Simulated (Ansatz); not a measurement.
**BFH4N2Si: one species, many methods**

The task here is to estimate one member of a computed series from the others.

The runs use Ansatz 0.2.0, Gaussian basis; functionals in def2-TZVPP, the program's frozen cores in correlated methods.

Levels to be run: LDA (SPW92), PBE-D4, revPBE-D4, BLYP-D4, r2SCAN-D4, B97M-V, PBE0-D4, B3LYP-D4, r2SCANh-D4, r2SCAN0-D4, HSE06-D4, BHLYP-D4, CAM-B3LYP-D4, LC-ωPBE, ωB97X-V, ωB97M-V, B2PLYP, PBE-QIDH; CCSD(T)/def2-SVP; CCSD(T)/def2-TZVPP; MP2/def2-QZVPP; extrapolation to the limit; RPA on PBE.

### The relaxed structure

All runs share one geometry, relaxed beforehand with PBE0-D4 in a triple-zeta def2 set.

SMILES `NB1N[SiH]1F`, 9 atoms, charge 0, spin multiplicity 1.

Atoms are counted from 1 here; the program's logs count them from 0.

Bond lengths: N1–B2 1.391 Å, N1–H6 1.006 Å, N1–H7 1.003 Å, B2–N3 1.419 Å, B2–Si4 1.909 Å, N3–Si4 1.718 Å, N3–H8 1.009 Å, Si4–F5 1.603 Å, Si4–H9 1.481 Å. Angles: B2–N1–H6 123.5°, B2–N1–H7 122.3°, H6–N1–H7 114.2°, N1–B2–N3 137.2°, N1–B2–Si4 162.8°, N3–B2–Si4 60.0°, B2–N3–Si4 74.3°, B2–N3–H8 137.2°, Si4–N3–H8 148.5°, B2–Si4–N3 45.7°, B2–Si4–F5 124.9°, B2–Si4–H9 131.0°, N3–Si4–F5 117.1°, N3–Si4–H9 117.3°, F5–Si4–H9 103.9°.

Coordinates:

```xyz
9
BFH4N2Si
N     0.91123    0.48871   -1.54144
B     0.24206    0.16869   -0.36493
N     0.05653   -0.98009    0.44706
Si   -0.85098    0.27106    1.19647
F    -2.44500    0.10649    1.21267
H     1.43909   -0.17784   -2.07893
H     0.88979    1.41089   -1.93568
H     0.35962   -1.94238    0.44908
H    -0.51394    0.60806    2.59850
```

The first run:

Input file in.yaml:

```yaml
crystal:
  periodic: [false, false, false]
  atoms:
    - {symbol: N, position_ang: [0.911228, 0.488710, -1.541438]}
    - {symbol: B, position_ang: [0.242057, 0.168693, -0.364929]}
    - {symbol: N, position_ang: [0.056526, -0.980087, 0.447056]}
    - {symbol: Si, position_ang: [-0.850980, 0.271063, 1.196475]}
    - {symbol: F, position_ang: [-2.444997, 0.106487, 1.212673]}
    - {symbol: H, position_ang: [1.439093, -0.177842, -2.078929]}
    - {symbol: H, position_ang: [0.889793, 1.410890, -1.935679]}
    - {symbol: H, position_ang: [0.359617, -1.942376, 0.449076]}
    - {symbol: H, position_ang: [-0.513936, 0.608063, 2.598496]}
basis:
  gaussian: {orbitals: def2-TZVPP}
hamiltonian: {xc: lda}
output: {orbitals: {seedname: orbitals}}
```

On the command line:

```console
> ansatz run in.yaml --threads 2 --pin off --events-out ev --progress --plain --max-ram 4352MiB
```

Steps of the session up to this table: LDA; PBE-D4 (GGA); revPBE-D4 (GGA); BLYP-D4 (GGA); r2SCAN-D4 (meta-GGA); B97M-V (meta-GGA); PBE0-D4 (hybrid); B3LYP-D4 (hybrid); r2SCANh-D4 (hybrid); r2SCAN0-D4 (hybrid); HSE06-D4 (hybrid); BHLYP-D4 (hybrid); CAM-B3LYP-D4 (range-separated); LC-ωPBE (range-separated); ωB97X-V (range-separated); ωB97M-V (range-separated); B2PLYP (double hybrid); PBE-QIDH (double hybrid).

One of the session's tables, all rows but one given; the rest of the session is left out.

It belongs to the step «Frontier levels by functional». 

```
  functional  HOMO (eV)  LUMO (eV)  gap (eV)
 LDA (SPW92)      -5.93      -0.61      5.32
      PBE-D4      -5.83      -0.44      5.39
   revPBE-D4      -5.78      -0.37      5.41
     BLYP-D4      -5.72      -0.37      5.35
   r2SCAN-D4      -6.06      -0.08      5.98
      B97M-V      -6.12      -0.27      5.85
     PBE0-D4          ?          ?         ?
    B3LYP-D4      -6.83       0.13      6.96
  r2SCANh-D4      -6.49       0.22      6.71
  r2SCAN0-D4      -7.16       0.65      7.80
    HSE06-D4      -6.62       0.03      6.64
    BHLYP-D4      -8.13       1.13      9.26
CAM-B3LYP-D4      -8.36       1.28      9.64
     LC-ωPBE      -9.66       2.50     12.16
     ωB97X-V      -9.34       2.33     11.67
     ωB97M-V      -9.13       1.90     11.04
```

**Question.** Estimate the row for PBE0-D4.

**Answer.** HOMO (eV): -7.02; LUMO (eV): 0.40; gap (eV): 7.41. In the column «HOMO (eV)» it lies between r2SCAN0-D4 (-7.16) and B3LYP-D4 (-6.83).
